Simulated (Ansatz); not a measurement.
**LaBi: equation of state with PBE**

**Experimental background.**

“Tuning the electronic and the crystalline structure of LaBi by pressure”, 2016, arxiv:1607.03560 reports, for a powder of LaBi: bulk modulus 52 ± 1 GPa.

Crystal: LaBi.

```xyz
2
Lattice="0.0000 3.2825 3.2825 3.2825 0.0000 3.2825 3.2825 3.2825 0.0000" Properties=species:S:1:pos:R:3 pbc="T T T"
Bi    3.2825    3.2825    3.2825
La    0.0000    0.0000    0.0000
```

```json
{"Program": "Ansatz 0.2.0", "Task": "equation of state", "Functional": "PBE", "Potentials or basis": "all-electron LAPW, scalar-relativistic", "Basis error allowed": "0.0005 eV/atom", "k mesh": "7 × 7 × 7", "Occupations": "fermi-dirac, width 0.05 eV", "Spin": "no spin polarisation"}
```

```
Equilibrium volume                      : 36.96 Å³/atom
Bulk modulus                            : 47 GPa
Pressure derivative of the bulk modulus : 4.3
```

Energy against volume, from the lowest point:
```tsv
volume (Å³/atom)	energy (meV/atom)
33.246	66.38
33.954	41.86
34.661	23.54
35.368	10.81
36.076	3.13
36.783	0.00
37.490	0.98
```

All runs of the series together: 19 s on 2 threads of Intel(R) Xeon(R) 6975P-C (Granite Rapids), with other jobs on the host.

Against the measured bulk modulus of LaBi, 52 GPa (powder; “Tuning the electronic and the crystalline structure of LaBi by pressure”, 2016, arxiv:1607.03560), the calculated 47 GPa is off by -8.8 %. The fit is for a static lattice scaled at fixed shape and fixed fractional positions.

 PBE usually gives volumes a little too large and moduli too small.
